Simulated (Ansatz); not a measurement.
**C₂H₇ClO₂SZr: vertical ionisation energy**

An exercise on one series of results from a longer session: the logs are not shown, and one member is left open.

Computed with Ansatz 0.2.0, Gaussian basis. Level: unrestricted cation, the program's frozen cores in correlated methods.

The runs, in order: UKS PBE-D4/def2-TZVPP; UKS r2SCAN-D4/def2-TZVPP; UKS PBE0-D4/def2-TZVPP; UKS B3LYP-D4/def2-TZVPP; UKS wB97X-V/def2-TZVPP; UKS wB97M-V/def2-TZVPP; UKS B2PLYP/def2-TZVPP; UHF-CCSD(T)/def2-TZVPP; UHF-MP2/def2-QZVPP; extrapolation to the limit; then −ε(HOMO) from the neutral's earlier runs with LDA (SPW92), PBE-D4, revPBE-D4, BLYP-D4, r2SCAN-D4, B97M-V, PBE0-D4, B3LYP-D4, r2SCANh-D4, r2SCAN0-D4, HSE06-D4, BHLYP-D4, CAM-B3LYP-D4, LC-ωPBE, ωB97X-V, ωB97M-V.

## The relaxed structure

All runs share one geometry, relaxed beforehand with PBE0-D4 in a triple-zeta def2 set. Zr takes the def2 core potential; no spin-orbit term is included.

14 atoms, charge 0, spin multiplicity 1.

Atoms are counted from 1 here; the program's logs count them from 0.

Bond lengths: C1–O2 1.391 Å, C1–H8 1.094 Å, C1–H9 1.095 Å, C1–H10 1.094 Å, O2–Zr3 1.896 Å, Zr3–O4 1.904 Å, Zr3–Cl5 2.379 Å, Zr3–S6 2.429 Å, O4–H11 0.953 Å, S6–C7 1.826 Å, C7–H12 1.089 Å, C7–H13 1.096 Å, C7–H14 1.089 Å. Angles: O2–C1–H8 110.1°, O2–C1–H9 110.3°, O2–C1–H10 110.5°, H8–C1–H9 108.7°, H8–C1–H10 108.6°, H9–C1–H10 108.6°, C1–O2–Zr3 176.2°, O2–Zr3–O4 112.2°, O2–Zr3–Cl5 107.9°, O2–Zr3–S6 107.6°, O4–Zr3–Cl5 111.9°, O4–Zr3–S6 107.3°, Cl5–Zr3–S6 109.9°, Zr3–O4–H11 164.3°, Zr3–S6–C7 91.5°, S6–C7–H12 109.3°, S6–C7–H13 113.6°, S6–C7–H14 108.8° and more.

Set-up of the first run:

Input file in.yaml:

```yaml
crystal:
  periodic: [false, false, false]
  atoms:
    - {symbol: C, position_ang: [0.960758, -2.179731, -0.234890]}
    - {symbol: O, position_ang: [-0.002304, -1.180830, -0.138644]}
    - {symbol: Zr, position_ang: [-1.287383, 0.190529, 0.113901]}
    - {symbol: O, position_ang: [-2.738655, -0.377659, 1.207834]}
    - {symbol: Cl, position_ang: [-2.020631, 0.911205, -2.031981]}
    - {symbol: S, position_ang: [-0.187268, 2.022206, 1.268647]}
    - {symbol: C, position_ang: [1.048682, 2.184857, -0.065241]}
    - {symbol: H, position_ang: [1.219487, -2.353591, -1.283921]}
    - {symbol: H, position_ang: [1.866360, -1.887597, 0.306168]}
    - {symbol: H, position_ang: [0.585904, -3.115273, 0.191769]}
    - {symbol: H, position_ang: [-3.371540, -0.897652, 1.695579]}
    - {symbol: H, position_ang: [2.042658, 2.004377, 0.341733]}
    - {symbol: H, position_ang: [0.891885, 1.486794, -0.896030]}
    - {symbol: H, position_ang: [0.992048, 3.192354, -0.474924]}
basis:
  gaussian: {orbitals: def2-TZVPP}
total_charge: 1
magnetization: {spin_polarized: true, initial_magnetization: 1}
hamiltonian: {xc: pbe, dispersion: d4}
```

Started as:

```
$ ansatz run in.yaml --threads 2 --pin off --events-out ev --progress --plain --max-ram 20480MiB --backend cuda --devices 0, --max-vram 18GiB
```

Steps of the session up to this table: Cation, UKS PBE-D4/def2-TZVPP; Cation, UKS r2SCAN-D4/def2-TZVPP; Cation, UKS PBE0-D4/def2-TZVPP; Cation, UKS B3LYP-D4/def2-TZVPP; Cation, UKS wB97X-V/def2-TZVPP; Cation, UKS wB97M-V/def2-TZVPP; Cation, UKS B2PLYP (frozen core)/def2-TZVPP; Cation, UHF-CCSD(T)/def2-TZVPP; Cation, UHF-MP2/def2-QZVPP.

One of the session's tables, all rows but one given; the rest of the session is left out.

It belongs to the step «Ionisation energies side by side». Orbital estimates, from the neutral's runs:

| functional | −ε(HOMO) (eV) |
| --- | --- |
| LDA (SPW92) | 5.85 |
| PBE-D4 | 5.73 |
| revPBE-D4 | 5.67 |
| BLYP-D4 | 5.56 |
| r2SCAN-D4 | 5.99 |
| B97M-V | 6.07 |
| PBE0-D4 | 6.91 |
| B3LYP-D4 | 6.67 |
| r2SCANh-D4 | 6.43 |
| r2SCAN0-D4 | 7.08 |
| HSE06-D4 | 6.51 |
| BHLYP-D4 | 7.95 |
| CAM-B3LYP-D4 | 8.18 |
| LC-ωPBE | 9.53 |
| ωB97X-V | ? |
| ωB97M-V | 9.04 |

Q: Estimate the row for ωB97X-V from the others.

As computed: −ε(HOMO) (eV): 9.19. In the column «−ε(HOMO) (eV)» it lies between ωB97M-V (9.04) and LC-ωPBE (9.53).
